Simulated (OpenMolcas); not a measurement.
# One shape, several levels: quartet Si2NH5F

Aim: a comparison of 6 runs (UHF/3-21G, UHF/def2-SVP, UM06-L/def2-SVP, USVWN5/def2-SVP, UTPSS/def2-SVP, ROCCSD(T)/def2-SVP) of quartet Si2NH5F. 

Program for the calculation: OpenMolcas 26.06.

### 1 The system as given

The species is Si2NH5F (9 atoms), meant as a quartet with charge 0. SMILES of the parent species: `N[Si](F)[SiH3]`. The coordinates come from a PBE0-D4/def2-TZVP relaxation. This is one conformer, not always the lowest. That shape belongs to the parent species and isn't relaxed for this state.

Bond lengths: N1–Si2 1.703 Å, Si2–F3 1.616 Å, Si2–Si4 2.346 Å, N1–H5 1.007 Å, N1–H6 1.008 Å, Si4–H7 1.485 Å, Si4–H8 1.492 Å, Si4–H9 1.486 Å. Some angles: N1–Si2–F3 112.7°, N1–Si2–Si4 109.4°, F3–Si2–Si4 108.8°, Si2–N1–H5 122.8°, Si2–N1–H6 123.0°, Si2–Si4–H7 109.3°, Si2–Si4–H8 112.4°, Si2–Si4–H9 108.4°, H5–N1–H6 112.1°, H7–Si4–H8 108.9°.

### 2 The energy at UHF/3-21G (run 1)

Input file struct.xyz:

```xyz
9

N     -0.977000     1.372900    -0.683600
Si    -0.847900    -0.322400    -0.578100
F     -0.495500    -1.010700    -1.997200
Si     0.823900    -0.883000     0.969100
H     -1.742300     1.833700    -1.147400
H     -0.198200     1.993200    -0.528800
H      1.132000    -2.331800     0.856500
H      2.078500    -0.103500     0.756900
H      0.315000    -0.594800     2.335600
```

Input file job.input:

```
* FH5NSi2 Hartree-Fock

&GATEWAY
  BasLib=$CurrDir
  Coord=struct.xyz
  Basis=3-21G
  Group=NoSym

&SEWARD

&SCF
  UHF
  Spin=4
  Thresholds=1e-10 1e-07 1e-07 1e-05
  PrOrbitals=1 1
```

The basis set 3-21G is read from a file made from the Basis Set Exchange's data (not shown).

Command:

```bash
$ export MOLCAS_MEM=1860
$ pymolcas job.input > job.log
```

What it wrote:

```text
--- Start Module: gateway ---
[...]
--- Stop Module: gateway /rc=_RC_ALL_IS_WELL_ ---
--- Start Module: seward ---
[...]
      Basis functions           54
--- Stop Module: seward /rc=_RC_ALL_IS_WELL_ ---
[...]
--- Start Module: scf ---
[...]
       Convergence after  27 Iterations
[...]
::    Total SCF energy                               -730.5439438307
[...]
      Total spin, S                                     1.5021580930
[...]
      Total electronic charge=   49.000000
      Total            charge=   -0.000000
[...]
      Dipole Moment (debye):
      Origin of the operator (angstrom)=   -0.2359   -0.3500   -0.3648
                   X= -1.6157E+00               Y=  3.9871E+00               Z=  4.5138E-01           Total=  4.3256E+00
      Quadrupole Moment (debye*angstrom):
[...]
--- Stop Module: scf /rc=_RC_ALL_IS_WELL_ ---
[...]
```

Wall time 4.5 s (1 thread of Intel Xeon Platinum 8259CL at 2.50GHz (Skylake/Cascade Lake), shared host); peak memory 0.39 GiB.

### 3 The energy at UHF/def2-SVP (run 2)

Input file mol.xyz:

```xyz
9

N     -0.977000     1.372900    -0.683600
Si    -0.847900    -0.322400    -0.578100
F     -0.495500    -1.010700    -1.997200
Si     0.823900    -0.883000     0.969100
H     -1.742300     1.833700    -1.147400
H     -0.198200     1.993200    -0.528800
H      1.132000    -2.331800     0.856500
H      2.078500    -0.103500     0.756900
H      0.315000    -0.594800     2.335600
```

Input file job.input:

```
&gateway
baslib = $CurrDir
coord = mol.xyz
basis = def2-SVP
group = NoSym
&seward
&scf
uhf
spin = 4
thresholds = 1e-10 1e-07 1e-07 1e-05
prorbitals = 1 2
```

The basis set def2-SVP is read from a file made from the Basis Set Exchange's data (not shown).

Command:

```bash
$ export MOLCAS_MEM=1860
$ pymolcas job.input > job.log
```

What it wrote:

```text
--- Start Module: gateway ---
[...]
--- Stop Module: gateway /rc=_RC_ALL_IS_WELL_ ---
--- Start Module: seward ---
[...]
      Basis functions           89
--- Stop Module: seward /rc=_RC_ALL_IS_WELL_ ---
[...]
--- Start Module: scf ---
[...]
       Convergence after  29 Iterations
[...]
::    Total SCF energy                               -734.1687553202
[...]
      Total spin, S                                     1.5029007949
[...]
      Total electronic charge=   49.000000
      Total            charge=   -0.000000
[...]
      Dipole Moment (debye):
      Origin of the operator (angstrom)=   -0.2359   -0.3500   -0.3648
                   X= -1.1506E+00               Y=  1.8227E+00               Z=  8.3552E-01           Total=  2.3118E+00
      Quadrupole Moment (debye*angstrom):
[...]
--- Stop Module: scf /rc=_RC_ALL_IS_WELL_ ---
[...]
```

Run time: 14 s. Hardware: 1 thread of Intel Xeon Platinum 8259CL at 2.50GHz (Skylake/Cascade Lake), shared host; peak memory 0.49 GiB.

Run 3 isn't shown in full; the table further down has it.

### 4 The energy at USVWN5/def2-SVP (run 4)

Input file calc.inp:

```
* FH5NSi2 Kohn-Sham DFT
>>> EXPORT MOLCAS_PRINT=2

&gateway
 baslib=$CurrDir
 coord
 9
 angstrom
 N       -0.977000       1.372900      -0.683600
 Si      -0.847900      -0.322400      -0.578100
 F       -0.495500      -1.010700      -1.997200
 Si       0.823900      -0.883000       0.969100
 H       -1.742300       1.833700      -1.147400
 H       -0.198200       1.993200      -0.528800
 H        1.132000      -2.331800       0.856500
 H        2.078500      -0.103500       0.756900
 H        0.315000      -0.594800       2.335600
 basis=def2-SVP
 group=NoSym

&seward
 gridinput
 Grid=UltraFine
 End of Grid

&scf
 uhf
 spin=4
 ksdft=SVWN5
 thresholds=1e-10 1e-07 1e-07 1e-05
 prorbitals=1 2
```

The basis set def2-SVP is read from a file made from the Basis Set Exchange's data (not shown).

Command:

```bash
$ export MOLCAS_MEM=1860
$ pymolcas calc.inp > calc.log
```

What it wrote:

```text
--- Start Module: gateway ---
[...]
--- Stop Module: gateway /rc=_RC_ALL_IS_WELL_ ---
--- Start Module: seward ---
[...]
      Basis functions           89
--- Stop Module: seward /rc=_RC_ALL_IS_WELL_ ---
[...]
--- Start Module: scf ---
[...]
       Convergence after  34 Iterations
[...]
::    Total KS-DFT energy                            -732.6531881542
[...]
      Total spin, S                                     1.5005293099
[...]
      Total electronic charge=   49.000000
      Total            charge=   -0.000000
[...]
      Dipole Moment (debye):
      Origin of the operator (angstrom)=   -0.2359   -0.3500   -0.3648
                   X= -3.3739E-01               Y=  1.6874E+00               Z=  5.1853E-02           Total=  1.7216E+00
      Quadrupole Moment (debye*angstrom):
[...]
--- Stop Module: scf /rc=_RC_ALL_IS_WELL_ ---
[...]
```

Run time: 57 s. Hardware: 1 thread of Intel Xeon Platinum 8259CL at 2.50GHz (Skylake/Cascade Lake), shared host; peak memory 0.49 GiB.

Run 5 isn't shown in full; the table further down has it.

### 5 A single-point energy at ROCCSD(T)/def2-SVP (run 6)

Input file input.xyz:

```xyz
9

N     -0.977000     1.372900    -0.683600
Si    -0.847900    -0.322400    -0.578100
F     -0.495500    -1.010700    -1.997200
Si     0.823900    -0.883000     0.969100
H     -1.742300     1.833700    -1.147400
H     -0.198200     1.993200    -0.528800
H      1.132000    -2.331800     0.856500
H      2.078500    -0.103500     0.756900
H      0.315000    -0.594800     2.335600
```

Input file run.input:

```
* FH5NSi2 CCSD(T)

&GATEWAY
 BasLib = $CurrDir
 Coord = input.xyz
 Basis = def2-SVP
 Group = NoSym

&SEWARD

&SCF
 UHF
 Spin = 4
 Thresholds = 1e-10 1e-07 1e-07 1e-05
 PrOrbitals = 1 1

&RASSCF
 FileOrb = $Project.UnaOrb
 Spin = 4
 Nactel = 3 0 0
 Inactive = 23
 Ras2 = 3
 OutOrbitals = Canonical
 OrbListing = NoCore

&MOTRA
 JobIph
 Frozen = 12

&CCSDT
 CCT
 Triples = 3
 Iterations = 80
 Accuracy = 1e-08
 Extrapolation = 5 4
```

The basis set def2-SVP is read from a file made from the Basis Set Exchange's data (not shown).

Command:

```bash
$ export MOLCAS_MEM=1860
$ pymolcas run.input > run.log
```

What it wrote:

```text
--- Start Module: gateway ---
[...]
--- Stop Module: gateway /rc=_RC_ALL_IS_WELL_ ---
[...]
      Basis functions           89
[...]
       Convergence after  29 Iterations
[...]
::    Total SCF energy                               -734.1687553202
[...]
      Total spin, S                                     1.5029007949
[...]
      Number of active orbitals                  3
[...]
      Spin quantum number                      1.5
[...]
      Active orbitals                            3
[...]
      Number of CSFs                             1
[...]
      Number of root(s) required                 1
[...]
      Convergence after 14 iterations
[...]
      printout of CI-coefficients larger than  0.05 for root  1
      energy=    -734.162631
      conf/sym  111     Coeff  Weight
             1  uuu   1.00000 1.00000
      Natural orbitals and occupation numbers for root  1
      sym 1:   1.000000   1.000000   1.000000
      ************************************************************************************************************************
      *                                                    Final results                                                     *
[...]
::    RASSCF root number  1 Total energy:   -734.16263081
[...]
      Total electronic charge=   49.000000
      Total            charge=   -0.000000
[...]
      Dipole Moment (debye):
      Origin of the operator (angstrom)=   -0.2359   -0.3500   -0.3648
                   X= -1.1484E+00               Y=  1.7834E+00               Z=  8.3497E-01           Total=  2.2796E+00
      Quadrupole Moment (debye*angstrom):
[...]
--- Start Module: motra ---
[...]
      Convergence after                    32  Iterations
      Total energy (diff) :    -734.72801960       0.00000001
[...]
 METHOD                       : CCSD+T(CCSD)+<T3(1)WT1>+<T3(1)UT2> = CCSD(T)
[...]
       CCSD     =      -734.7280195989642
[...]
```

It took 2 min on 1 thread of Intel Xeon Platinum 8259CL at 2.50GHz (Skylake/Cascade Lake), shared host; peak memory 0.49 GiB.

### 6 All runs side by side

```tsv
run	level	integration grid	frozen core orbitals	energy (Eh)	dipole moment (D)	HOMO energy (eV)	⟨S²⟩	wall time
1	UHF/3-21G	–	–	-730.543944	4.33	-2.66	3.759	4.5 s
2	UHF/def2-SVP	–	–	-734.168755	2.31	-3.19	3.762	14 s
3	UM06-L/def2-SVP	UltraFine	–	-736.042790	3.18	-1.03	3.757	2.5 min
4	USVWN5/def2-SVP	UltraFine	–	-732.653188	1.72	-1.31	3.752	57 s
5	UTPSS/def2-SVP	UltraFine	–	-736.144978	2.38	-1.29	3.756	2.2 min
6	ROCCSD(T)/def2-SVP	–	12	-734.741653	–	–	–	2 min
```

### 7 Summary of results

| quantity | value |
| --- | --- |
| run 6: total energy | -734.74165 Eh |
| run 6: (T) correction | -13.63 mEh |

In words: Over runs 1, 2, 3, 4, 5 the dipole moment (its size) runs from 1.72 D (USVWN5/def2-SVP) to 4.33 D (UHF/3-21G). The two ends differ in method and basis. Totals of different functionals can't be ranked against each other. All runs together took 8 min, the longest 2.5 min.
